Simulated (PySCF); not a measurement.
# A diatomic session: InO+

Aim: find the lowest electronic state of InO+, scan its bond at several levels of theory, and get bond length, wavenumber and dissociation energy from each curve.

Method: In def2-TZVPPD with ECP28, O def2-TZVPPD, scalar-relativistic core potentials; program: PySCF 2.14.0.

## (1) Input

A driver script around PySCF takes these settings:

```json
{
 "atoms": "In, O",
 "charge": "1",
 "basis": "In def2-TZVPPD with ECP28, O def2-TZVPPD",
 "Hamiltonian": "scalar-relativistic core potentials",
 "basis functions": "96",
 "electrons treated": "28",
 "masses in u": "114.9039, 15.9949",
 "levels": "PBE0, PBE, r²SCAN, B97-3, LDA, r²SCAN0, M06-2X, TPSS, CAM-B3LYP, HF, MP2, SCS-MP2, CCSD, CCSD(T)",
 "grid": "80 radial by 434 angular points",
 "occupations": "held fixed by the projection of orbital angular momentum",
 "dissociation limit": "In+ + O, each in its ground configuration",
 "starting distance in angstrom": "2.090",
 "values of 2S to try": "0, 2"
}
```

Started as:

```
> OMP_NUM_THREADS=2 python dia.py task.json out
```

After this run come: First curve: PBE0; Higher solutions at PBE0; PBE; r²SCAN; B97-3; LDA; r²SCAN0; M06-2X; TPSS (meta-GGA); CAM-B3LYP (range-separated hybrid); UHF (mean field); Adding correlation.

**Question.** What will these runs give? Wanted: for each run, Re; ωe; De; μ.

**Answer**, as computed:

Lowest PBE0 solution found, without spin–orbit coupling: ³Σ⁻ (triplet), unpaired electrons π ↑↑. The other levels ran on it alone.

| level | Re (Å) | ωe (cm⁻¹) | De (eV) | μ (D) |
| --- | --- | --- | --- | --- |
| UHF | 3.290 | 73.6 | 0.113 | -1.17 |
| UHF-MP2 | 3.042 | 101.3 | 0.187 | n/a |
| UHF-SCS-MP2 | 3.086 | 96.3 | 0.174 | n/a |
| UHF-CCSD | 3.077 | 96.1 | 0.176 | n/a |
| UHF-CCSD(T) | 3.045 | 100.4 | 0.187 | n/a |
| LDA | 2.741 | 168.9 | 0.402 | 0.12 |
| PBE | 2.919 | 130.2 | 0.259 | -0.26 |
| TPSS | 2.912 | 125.9 | 0.230 | -0.30 |
| r²SCAN | 2.867 | 135.8 | 0.257 | -0.15 |
| PBE0 | 2.942 | 120.7 | 0.218 | -0.46 |
| r²SCAN0 | 2.904 | 124.8 | 0.222 | -0.36 |
| B97-3 | 3.045 | 109.5 | 0.186 | -0.65 |
| M06-2X | 3.016 | 115.1 | 0.201 | -0.71 |
| CAM-B3LYP | 2.957 | 117.2 | 0.204 | -0.53 |

De is counted to In+ + O in their ground configurations. A positive dipole points from In to O; in an ion it is taken about the centre of mass and does not tell which atom is negative.

**Reading.** The methods spread over 0.549 Å in bond length, from LDA to UHF. CCSD(T) can't serve as the judge here: for a weak bond in this basis it is far from its limit. Among the levels with a De in the table, it runs from 0.113 eV (UHF) to 0.402 eV (LDA).

Correlated steps freeze 5 core orbitals. These are scalar-relativistic numbers at best; spin–orbit coupling would shift them, the dissociation energy most. The bond is weak, and basis-set superposition, which was not computed, may be a sizeable part of it.
